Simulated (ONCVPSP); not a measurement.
**Be: generating and testing an ONCV potential**

Aim: build the potential from the settings below, then test how well it stands in for the atom: other configurations, scattering, ghost states and the plane-wave cutoff that it needs.

Method: ONCVPSP 4.0.1, PBE, scalar-relativistic.

### Step 1. The design

The settings as typed:

* element: beryllium (Be, Z = 4)
* type: optimised norm-conserving Vanderbilt (ONCV)
* frozen core: none
* valence charge: 4
* reference configuration: 1s2 2s1.75 2p0.25
* partial waves: 1s+2s: rc 0.80 bohr, ncon 4, nbas 7, qcut 13 1/bohr, 3 projectors, debl 0.4 Ha; 2p: rc 3.35 bohr, ncon 3, nbas 7, qcut 5.2 1/bohr, 2 projectors, debl 0.8 Ha; d scattering state at 0.09 Ha: rc 2.60 bohr, ncon 4, nbas 9, qcut 3.7 1/bohr, 2 projectors, debl 1.9 Ha
* local potential: polynomial inside 0.55 bohr (lpopt 1, dvloc0 4 Ha)
* core correction: not asked for

The nodes and maxima of the atom's own shells, from an earlier all-electron run, set the scale for the radii.

All-electron outer shells of the reference configuration (PBE, scalar-relativistic, ld1.x):

| shell | level (eV) | outermost node (bohr) | outermost maximum (bohr) |
| --- | --- | --- | --- |
| 1s | -106.59 | – | 0.27 |
| 2s | -5.77 | 0.59 | 2.04 |
| 2p | -2.16 | – | 2.28 |

### Step 2. Generating the potential

The input, Be.dat:

```
# ATOM AND REFERENCE CONFIGURATION
# atsym  z   nc   nv     iexc    psfile
  Be 4.00    0    3        4      upf
#
#   n    l    f
    1    0    2.00
    2    0    1.75
    2    1    0.25
#
# PSEUDOPOTENTIAL AND OPTIMIZATION
# lmax
    2
#
#   l,   rc,      ep,       ncon, nbas, qcut
    0    0.80    0.00    4    7   13.00
    1    3.35    0.00    3    7    5.20
    2    2.60    0.09    4    9    3.70
#
# LOCAL POTENTIAL
# lloc, lpopt,  rc(5),   dvloc0
    4    1    0.55    4.00
#
# VANDERBILT-KLEINMAN-BYLANDER PROJECTORs
# l, nproj, debl
    0    3    0.40
    1    2    0.80
    2    2    1.90
#
# MODEL CORE CHARGE
# icmod, fcfact, rcfact
    0    0.00    0.00
#
# LOG DERIVATIVE ANALYSIS
# epsh1, epsh2, depsh
   -5.00    5.00    0.04
#
# OUTPUT GRID
# rlmax, drl
    6.00    0.01
#
# TEST CONFIGURATIONS
# ncnf
    4
# nvcnf
#   n    l    f
    3
    1    0    2.00
    2    0    2.00
    2    1    0.00
#
    3
    1    0    2.00
    2    0    1.00
    2    1    0.00
#
    3
    1    0    2.00
    2    0    0.00
    2    1    0.00
#
    3
    1    0    1.00
    2    0    2.00
    2    1    0.00
#
```

Launch:

```bash
$ oncvpsp.x < Be.dat > Be.out
```

What does the calculation give? Wanted: cutoffs for 1 and 0.1 mHa per electron, occupied waves; bound ghosts; GHOST(+) flags; largest test error; largest phase difference near zero energy, channels read.

The runs gave:

```
                                                quantity                                                                value
  cutoffs for 1 and 0.1 mHa per electron, occupied waves                                                     74 Ha and 106 Ha
                                            bound ghosts                                                           none found
                                          GHOST(+) flags  s at 360 eV, s at 4191 eV (1 near or above the test basis's cutoff)
                            largest test error (AE − PS)                                           +1301 meV, for 1s1 2s2 2p0
largest phase difference near zero energy, channels read                                                            0.002 rad
```

The worst unpolarised test, 1s1 2s2 2p0, is off by 1301 meV on 127.4 eV; by total energies transferability rates as poor. That test lies far up in energy; among those under 40 eV, nearer to bonding, the largest error is 24 meV. It counts as very hard, with 74 Ha needed at the looser tolerance. At the looser tolerance the 1s wave is the slowest; 2s needs 61 Ha. No bound ghost shows below the valence levels. Near zero energy the phases of the channels with partial waves agree within 0.002 rad. The program also flags highly localised states, GHOST(+) (s).
